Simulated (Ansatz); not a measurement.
# C4H4F4: the cost of one run

Method: the settings change from run to run; program: Ansatz 0.2.0, Gaussian basis.

**1. The molecule**

The structure was relaxed beforehand with PBE0-D4 in a triple-zeta def2 set.

SMILES `F[C@@H]1C[C@@H](F)C1(F)F`, 12 atoms, charge 0, spin multiplicity 1.

Atoms are counted from 1 here; the program's logs count them from 0.

Bond lengths: F1–C2 1.369 Å, C2–C3 1.537 Å, C2–C6 1.543 Å, C2–H9 1.090 Å, C3–C4 1.535 Å, C3–H10 1.091 Å, C3–H11 1.088 Å, C4–F5 1.358 Å, C4–C6 1.535 Å, C4–H12 1.093 Å, C6–F7 1.349 Å, C6–F8 1.337 Å. Angles: F1–C2–C3 112.0°, F1–C2–C6 111.3°, F1–C2–H9 109.5°, C3–C2–C6 87.7°, C3–C2–H9 118.7°, C6–C2–H9 116.1°, C2–C3–C4 89.1°, C2–C3–H10 111.1°, C2–C3–H11 116.1°, C4–C3–H10 110.9°, C4–C3–H11 117.7°, H10–C3–H11 110.5°, C3–C4–F5 117.7°, C3–C4–C6 88.1°, C3–C4–H12 112.8°, F5–C4–C6 117.1°, F5–C4–H12 109.5°, C6–C4–H12 110.2° and more.

**2. B3LYP/cc-pVTZ**

Set apart from the defaults: coordinates scaled by 1.25, D3(BJ) dispersion, high accuracy.

File in.yaml:

```yaml
crystal:
  periodic: [false, false, false]
  atoms:
    - {symbol: F, position_ang: [1.743148, 0.165859, -1.918895]}
    - {symbol: C, position_ang: [1.350453, 0.060535, -0.256280]}
    - {symbol: C, position_ang: [0.128711, -1.377740, 0.106242]}
    - {symbol: C, position_ang: [-1.329221, -0.141352, -0.064745]}
    - {symbol: F, position_ang: [-2.606265, -0.268168, 1.046995]}
    - {symbol: C, position_ang: [-0.070167, 1.279951, 0.207710]}
    - {symbol: F, position_ang: [0.043277, 1.713517, 1.833126]}
    - {symbol: F, position_ang: [-0.239085, 2.670610, -0.702635]}
    - {symbol: H, position_ang: [2.488529, 0.156538, 0.487364]}
    - {symbol: H, position_ang: [0.249371, -1.811084, 1.393225]}
    - {symbol: H, position_ang: [0.170464, -2.428367, -0.755971]}
    - {symbol: H, position_ang: [-1.832968, -0.089175, -1.333636]}
basis:
  gaussian: {orbitals: cc-pVTZ}
hamiltonian: {xc: {name: B3LYP}, dispersion: d3bj}
accuracy: high
```

Command:

```
$ ansatz run in.yaml --threads 8 --pin off --events-out ev --progress --plain --max-ram 18278MiB
```

**Question.** How long does this run take on 8 threads of Arm Neoverse V1, shared host, and how much memory does it need?

About 14 s, with a peak of 2.7 GiB.
